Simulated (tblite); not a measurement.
# C6H10Si: the cost of one run

Computed with tblite 0.8.0 and PySCF 2.14.0, with density-fitted response routines of our own, on a single molecule in the gas phase. Atoms are numbered from 0 throughout.

## (1) The starting structure

17 atoms, charge 0, multiplicity 1; geometry from: force field or distance geometry start.

Bonds of the start (Å): C0–C1 1.34, C1–C2 1.48, C1–Si3 1.83, Si3–C4 1.85, C4–C5 1.48, C5–C6 1.35, C6–C4 1.49, C0–H7 1.08, C0–H8 1.09, C2–H9 1.11, C2–H10 1.11, C2–H11 1.12, Si3–H12 1.45, Si3–H13 1.49, C4–H14 1.11, C5–H15 1.09, C6–H16 1.09.

## (2) Optimising the geometry with GFN2-xTB

What the job is given:

```
{"job": {"kind": "relax", "xc": "GFN2-xTB", "basis": "xTB"}, "charge": 0, "multiplicity": 1}
C     -1.119500    -1.466900    -0.696000
C     -1.246900    -0.250700    -0.160100
C     -2.607900     0.277300     0.081800
Si     0.173300     0.798200     0.327100
C      1.560800    -0.095700     1.158800
C      2.804000    -0.449200     0.437000
C      2.829000     0.690600     1.165100
H     -2.001400    -2.034500    -0.959100
H     -0.105100    -1.827200    -0.846700
H     -2.854900     0.223400     1.163900
H     -3.386600    -0.188900    -0.556800
H     -2.561700     1.354200    -0.218100
H      0.665300     1.478700    -0.849900
H     -0.364500     1.819800     1.264000
H      1.387900    -0.677900     2.086600
H      3.337500    -1.150100    -0.209100
H      3.483700     1.510900     1.451200
```

The run is started by

```console
OMP_NUM_THREADS=1 python probes_run.py task.json out
```

The driver reads the jobs from task.json and runs them one after another.

**Question.** How long does this first job take on 1 thread of Arm Neoverse N1, shared host?

About 1.4 s.
